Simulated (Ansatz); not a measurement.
**Zr: the crystal squeezed far**

One table from this session's results is given with a row withheld; the runs are named, their logs left out.

Method: DFT, LDA, PAW with Ansatz's default frozen-core files, scalar-relativistic, in Ansatz 0.2.0.

1 further run of the same task is left out (it didn't finish). Runs told in other sessions of the task aren't counted.

### The structure to begin with

The structure is hexagonal, space group P6_3/mmc (No. 194). Conventional cell: a = 3.143 Å, b = 3.143 Å, c = 5.092 Å, α = 90.00°, β = 90.00°, γ = 120.00°. Zr (site symmetry -6m2) is surrounded by 12 Zr at 3.13 to 3.14 Å.

Structure file:

```
CELL_PARAMETERS angstrom
3.14321 0.00000 0.00000
-1.57161 2.72210 0.00000
0.00000 0.00000 5.09201
ATOMIC_POSITIONS crystal
Zr 0.33333 0.66667 0.25000
Zr 0.66667 0.33333 0.75000
```

Whether this phase is the stable one at these pressures isn't tested.

Atoms are numbered in the order of the input: Zr1, Zr2.

The first run:

File input.yaml:

```yaml
crystal:
  lattice:
    - [3.143214307, 0.0, 0.0]
    - [-1.5716071535, 2.7221034394, 0.0]
    - [0.0, 0.0, 5.0920071773]
  atoms:
    - { symbol: Zr, position: [0.3333333333, 0.6666666667, 0.25] }
    - { symbol: Zr, position: [0.6666666667, 0.3333333333, 0.75] }
kpoints:
  mp_grid: { grid: [14, 14, 8] }
scf:
  occupations: { method: fermi_dirac, width: 0.1 }
hamiltonian:
  xc: lda
  pseudopotentials: { kind: paw }
output:
  forces: true
  stress: true
  write_density: true
  write_potential: true
  elf: true
  volumetric_format: npy
relax:
  f_tol: 0.005
  max_steps: 40
  cell: {}
```

Run with:

```sh
$ ansatz run input.yaml --threads 1 --pin off --max-ram 2048MiB --backend cpu --events-out ev --progress --plain --runs-dir out
```

Steps of the session up to this table: Cell relaxed at zero pressure, PAW; Volume scaled by 1, PAW; Shape and atoms relaxed at 0.9 of the volume, PAW; Volume scaled by 0.9, PAW; Shape and atoms relaxed at 0.8 of the volume, PAW; Volume scaled by 0.8, PAW; Shape and atoms relaxed at 0.7 of the volume, PAW; Volume scaled by 0.7, PAW; Shape and atoms relaxed at 0.6 of the volume, PAW; Volume scaled by 0.6, PAW; Shape and atoms relaxed at 0.5 of the volume, PAW; Volume scaled by 0.5, PAW; Shape and atoms relaxed at 0.4 of the volume, PAW; Volume scaled by 0.4, PAW; Volume scaled by 0.4, PAW (cutoff 600 eV).

One table of the session follows, with a row left open; its other results are not shown here.

| method | volume over the first | volume (Å³/atom) | pressure (GPa) |
| --- | --- | --- | --- |
| PAW | 1 | 21.794 | -0.04 |
| PAW | 0.9 | 19.614 | 12.51 |
| PAW | 0.8 | ? | ? |
| PAW | 0.7 | 15.256 | 62.47 |
| PAW | 0.6 | 13.076 | 118.01 |
| PAW | 0.5 | 10.897 | 223.24 |
| PAW | 0.4 | 8.717 | 455.65 |
| PAW (cutoff 600 eV) | 0.4 | 8.717 | 455.50 |

Estimate the missing values for PAW, 0.8.

The run gave: volume (Å³/atom): 17.435; pressure (GPa): 31.54. In the column «volume (Å³/atom)» it lies between PAW, 0.7 (15.256) and PAW, 0.9 (19.614).
